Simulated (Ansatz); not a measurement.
# W12S23F (Tungstenite): the cost of one run

Program: Ansatz 0.2.0. Level of theory: DFT, PBE, plane-wave PAW, default files, scalar-relativistic, as far as a step names no other. These are calculated values, not measurements.

The COD entry's cell or inner coordinates are ideal or old and differ from later refinements, so a difference from it is no clean test against experiment.

## Step 1: The structure to begin with

It takes space group P1 (No. 1, triclinic). The conventional cell has a = 6.360 Å, b = 8.413 Å, c = 12.500 Å, α = 90.00°, β = 90.00°, γ = 100.89°. W (site symmetry 1) is surrounded by 6 S at 2.41 Å. Around W (site symmetry 1) lie 5 S at 2.41 Å and 1 F at 2.41 Å. W (site symmetry 1) is surrounded by 1 F at 2.41 Å and 5 S at 2.41 Å. Only part of the 36 independent sites is listed.

As a file:

```cif
data_structure
_symmetry_space_group_name_H-M 'P1'
_symmetry_Int_Tables_number 1
_cell_length_a 6.3600
_cell_length_b 8.4135
_cell_length_c 12.5000
_cell_angle_alpha 90.000
_cell_angle_beta 90.000
_cell_angle_gamma 100.893
_cell_volume 656.82
loop_
_atom_site_label
_atom_site_type_symbol
_atom_site_symmetry_multiplicity
_atom_site_Wyckoff_symbol
_atom_site_fract_x
_atom_site_fract_y
_atom_site_fract_z
_atom_site_occupancy
W1 W 1 a 0.94444 0.77778 0.75000 1
W2 W 1 a 0.61111 0.44444 0.75000 1
W3 W 1 a 0.27778 0.11111 0.75000 1
W4 W 1 a 0.44444 0.77778 0.75000 1
W5 W 1 a 0.11111 0.44444 0.75000 1
W6 W 1 a 0.77778 0.11111 0.75000 1
W7 W 1 a 0.22222 0.88889 0.25000 1
W8 W 1 a 0.88889 0.55556 0.25000 1
W9 W 1 a 0.55556 0.22222 0.25000 1
W10 W 1 a 0.72222 0.88889 0.25000 1
W11 W 1 a 0.38889 0.55556 0.25000 1
W12 W 1 a 0.05556 0.22222 0.25000 1
F1 F 1 a 0.94444 0.77778 0.37500 1
S1 S 1 a 0.61111 0.44444 0.37500 1
S2 S 1 a 0.27778 0.11111 0.37500 1
S3 S 1 a 0.44444 0.77778 0.37500 1
S4 S 1 a 0.11111 0.44444 0.37500 1
S5 S 1 a 0.77778 0.11111 0.37500 1
S6 S 1 a 0.22222 0.88889 0.87500 1
S7 S 1 a 0.88889 0.55556 0.87500 1
S8 S 1 a 0.55556 0.22222 0.87500 1
S9 S 1 a 0.72222 0.88889 0.87500 1
S10 S 1 a 0.38889 0.55556 0.87500 1
S11 S 1 a 0.05556 0.22222 0.87500 1
S12 S 1 a 0.94444 0.77778 0.12500 1
S13 S 1 a 0.61111 0.44444 0.12500 1
S14 S 1 a 0.27778 0.11111 0.12500 1
S15 S 1 a 0.44444 0.77778 0.12500 1
S16 S 1 a 0.11111 0.44444 0.12500 1
S17 S 1 a 0.77778 0.11111 0.12500 1
S18 S 1 a 0.22222 0.88889 0.62500 1
S19 S 1 a 0.88889 0.55556 0.62500 1
S20 S 1 a 0.55556 0.22222 0.62500 1
S21 S 1 a 0.72222 0.88889 0.62500 1
S22 S 1 a 0.38889 0.55556 0.62500 1
S23 S 1 a 0.05556 0.22222 0.62500 1
```

Atom 13 of the input is the impurity.

## Step 2: Gradients at the starting positions

Contents of input.yaml:

```yaml
crystal:
  lattice:
    - [6.36, 0.0, 0.0]
    - [-4.77, 8.261882352, 0.0]
    - [0.0, 0.0, 12.5]
  atoms:
    - { symbol: W, position: [0.1666666666, 0.2222222222, 0.25] }
    - { symbol: W, position: [0.1666666666, 0.5555555556, 0.25] }
    - { symbol: W, position: [0.1666666666, 0.8888888889, 0.25] }
    - { symbol: W, position: [0.6666666666, 0.2222222222, 0.25] }
    - { symbol: W, position: [0.6666666666, 0.5555555556, 0.25] }
    - { symbol: W, position: [0.6666666666, 0.8888888889, 0.25] }
    - { symbol: W, position: [0.3333333334, 0.1111111111, 0.75] }
    - { symbol: W, position: [0.3333333334, 0.4444444444, 0.75] }
    - { symbol: W, position: [0.3333333334, 0.7777777778, 0.75] }
    - { symbol: W, position: [0.8333333334, 0.1111111111, 0.75] }
    - { symbol: W, position: [0.8333333334, 0.4444444444, 0.75] }
    - { symbol: W, position: [0.8333333334, 0.7777777778, 0.75] }
    - { symbol: F, position: [0.1666666666, 0.2222222222, 0.625] }
    - { symbol: S, position: [0.1666666666, 0.5555555556, 0.625] }
    - { symbol: S, position: [0.1666666666, 0.8888888889, 0.625] }
    - { symbol: S, position: [0.6666666666, 0.2222222222, 0.625] }
    - { symbol: S, position: [0.6666666666, 0.5555555556, 0.625] }
    - { symbol: S, position: [0.6666666666, 0.8888888889, 0.625] }
    - { symbol: S, position: [0.3333333334, 0.1111111111, 0.125] }
    - { symbol: S, position: [0.3333333334, 0.4444444444, 0.125] }
    - { symbol: S, position: [0.3333333334, 0.7777777778, 0.125] }
    - { symbol: S, position: [0.8333333334, 0.1111111111, 0.125] }
    - { symbol: S, position: [0.8333333334, 0.4444444444, 0.125] }
    - { symbol: S, position: [0.8333333334, 0.7777777778, 0.125] }
    - { symbol: S, position: [0.1666666666, 0.2222222222, 0.875] }
    - { symbol: S, position: [0.1666666666, 0.5555555556, 0.875] }
    - { symbol: S, position: [0.1666666666, 0.8888888889, 0.875] }
    - { symbol: S, position: [0.6666666666, 0.2222222222, 0.875] }
    - { symbol: S, position: [0.6666666666, 0.5555555556, 0.875] }
    - { symbol: S, position: [0.6666666666, 0.8888888889, 0.875] }
    - { symbol: S, position: [0.3333333334, 0.1111111111, 0.375] }
    - { symbol: S, position: [0.3333333334, 0.4444444444, 0.375] }
    - { symbol: S, position: [0.3333333334, 0.7777777778, 0.375] }
    - { symbol: S, position: [0.8333333334, 0.1111111111, 0.375] }
    - { symbol: S, position: [0.8333333334, 0.4444444444, 0.375] }
    - { symbol: S, position: [0.8333333334, 0.7777777778, 0.375] }
total_charge: 1
kpoints:
  mp_grid: { grid: [4, 3, 2] }
scf:
  occupations: { method: fermi_dirac, width: 0.01 }
hamiltonian:
  xc: pbe
  pseudopotentials: { kind: paw }
output:
  forces: true
  stress: true
  populations: true
  efg: { quadrupole_moments_barn: { S: -0.0694 }, contact_densities: true }
  write_density: true
  write_potential: true
  elf: true
  volumetric_format: npy
```

Launch:

```sh
ansatz run input.yaml --threads 4 --pin off --max-ram 8192MiB --backend cpu --events-out ev --progress --plain --runs-dir out
```

Q: Estimate wall time and peak memory on 4 threads of Arm Neoverse V2, shared host.

About 82 s, with a peak of 3.1 GiB.
